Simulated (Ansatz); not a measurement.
# Ca4BeBi: the cost of one run

Method: DFT PBE, scalar-relativistic, plane waves, PAW, in Ansatz 0.2.0.

The COD entry's cell or inner coordinates are ideal or old and differ from later refinements, so a difference from it is no clean test against experiment.

## (1) The starting structure

Symmetry: F-43m, No. 216, cubic system. The conventional cell has a = 8.297 Å, b = 8.297 Å, c = 8.297 Å, α = 90.00°, β = 90.00°, γ = 90.00°. Around Ca (site symmetry 3m) lie 6 Ca at 2.93 Å and 3 Bi at 3.44 Å and 3 Be at 3.44 Å. Around Be (site symmetry -43m) lie 12 Ca at 3.44 Å and 4 Bi at 3.59 Å. Around Bi (site symmetry -43m) lie 12 Ca at 3.44 Å and 4 Be at 3.59 Å.

Coordinates:

```xyz
6
Lattice="0.0000 4.1485 4.1485 4.1485 0.0000 4.1485 4.1485 4.1485 0.0000" Properties=species:S:1:pos:R:3 pbc="T T T"
Ca    5.1857    3.1114    5.1857
Ca    5.1857    5.1857    3.1114
Ca    3.1114    3.1114    3.1114
Ca    3.1114    5.1857    5.1857
Be    0.0000    0.0000    0.0000
Bi    6.2228    6.2228    6.2228
```

(A quick probe on a coarse mesh, which set the mesh and smearing, is not shown.)

## (3) Coarse relaxation

input.yaml

```yaml
crystal:
  lattice:
    - [0.0, 4.1485290662, 4.1485290662]
    - [4.1485290662, 0.0, 4.1485290662]
    - [4.1485290662, 4.1485290662, 0.0]
  atoms:
    - { symbol: Ca, position: [0.375, 0.875, 0.375] }
    - { symbol: Ca, position: [0.375, 0.375, 0.875] }
    - { symbol: Ca, position: [0.375, 0.375, 0.375] }
    - { symbol: Ca, position: [0.875, 0.375, 0.375] }
    - { symbol: Be, position: [0.0, 0.0, 0.0] }
    - { symbol: Bi, position: [0.75, 0.75, 0.75] }
basis:
  ecutwfc: 420
kpoints:
  mp_grid: { grid: [4, 4, 4] }
hamiltonian:
  xc: pbe
scf:
  occupations: { method: gaussian, width: 0.1 }
  lower_state_search: "off"
output:
  forces: true
  stress: true
  eigenvalues: true
relax:
  adjacent_minimum: "off"
  f_tol: 0.04
  max_steps: 70
  cell: { stress_tol: 0.4 }
```

Command:

```console
ansatz run input.yaml --threads 1 --pin off --max-ram 2560MiB --backend cpu --events-out ev --progress --plain --runs-dir out
```

What time and memory should one allow on 1 thread of Arm Neoverse V2, shared host?

About 22 s, with a peak of 0.39 GiB.
